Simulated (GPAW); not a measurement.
The system is VGe3.

```
Ge V
1.0
     4.76800    0.00000    0.00000
     0.00000    4.76800    0.00000
     0.00000    0.00000    4.76800
Ge V
6 2
Cartesian
  0.0000 2.3840 1.1920
  0.0000 2.3840 3.5760
  2.3840 1.1920 0.0000
  3.5760 0.0000 2.3840
  2.3840 3.5760 0.0000
  1.1920 0.0000 2.3840
  2.3840 2.3840 2.3840
  0.0000 0.0000 0.0000
```

Base run:

```yaml
Program: GPAW 26.7.0
Functional: PBEsol
Potentials_or_basis: PAW data sets generated in the run's folder for this functional
Cutoff: 600 eV
Basis: pw
k_mesh: 5 × 5 × 5
Occupations: fermi-dirac, width 0.05 eV
Spin: collinear spin, ferromagnetic start
Starting_moments: "[0.0, 0.0, 0.0, 0.0, 0.0, 0.0, 2.0, 2.0] μB"
```

Its results: pressure 22.6 GPa; net moment 2.34 μB per cell; site moments Ge -0.01; V +1.00 μB.

Task: After a change of settings the same cell gave: pressure 39.4 GPa; net moment 5.04 μB per cell; site moments Ge -0.02; V +2.39 μB. Which change was it?
A. k mesh from 5 × 5 × 5 to 6 × 6 × 6
B. hubbard terms from none to V d U = 2 eV
C. functional from PBEsol to PBE; potentials or basis from PAW data sets generated in the run's folder for this functional to GPAW PAW data sets (gpaw-data 1.2.1)
D. hubbard terms from none to V d U = 6 eV

Result: D.

Caveats: a pressure of tens of GPa on the cell as given is suspect, and the run, the potentials or the cell itself is likely at fault (some runs); the U is typed as a test and isn't derived for this compound (some runs).

Not every run made on this cell is shown here.
